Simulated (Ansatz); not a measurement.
# BeLi: the cost of one run

Computed with Ansatz 0.2.0, Gaussian basis. Level: the settings change from run to run.

44 further runs of the same task are left out: 23 for a known fault of the program, 14 that didn't finish, 7 set aside as unsound or not needed.

### Step 1. The geometry

The geometry derives from a PBE0/def2-TZVPD stationary point (not a proven minimum). One bond is set to the value named and the two fragments are kept rigid.

2 atoms, charge -1, spin multiplicity 1.

Atoms are counted from 1 here; the program's logs count them from 0.

No contacts short enough for the rule that draws bonds.

As a file:

```xyz
2
charge -1, multiplicity 1
Li    0.0000    0.0000    0.0000
Be    0.0000    0.0000    6.5400
```

### Step 2. CCSDT(Q)/B on UHF/def2-SVPD

File in.yaml:

```yaml
crystal:
  periodic: [false, false, false]
  atoms:
    - {symbol: Li, position_ang: [0.000000, 0.000000, 0.000000]}
    - {symbol: Be, position_ang: [0.000000, 0.000000, 6.540000]}
basis:
  gaussian: {orbitals: def2-SVPD}
total_charge: -1
magnetization: {spin_polarized: true, initial_magnetization: 0}
correlation: {method: ccsdt_q_b, electrons: all}
output: {forces: true}
```

The run is started by

```
> ansatz run in.yaml --threads 1 --pin off --events-out ev --progress --plain --max-ram 2393MiB
```

**Question.** How long does this run take on 1 thread of Arm Neoverse V2, shared host, and how much memory does it need?

About 21 s, with a peak of 0.32 GiB.
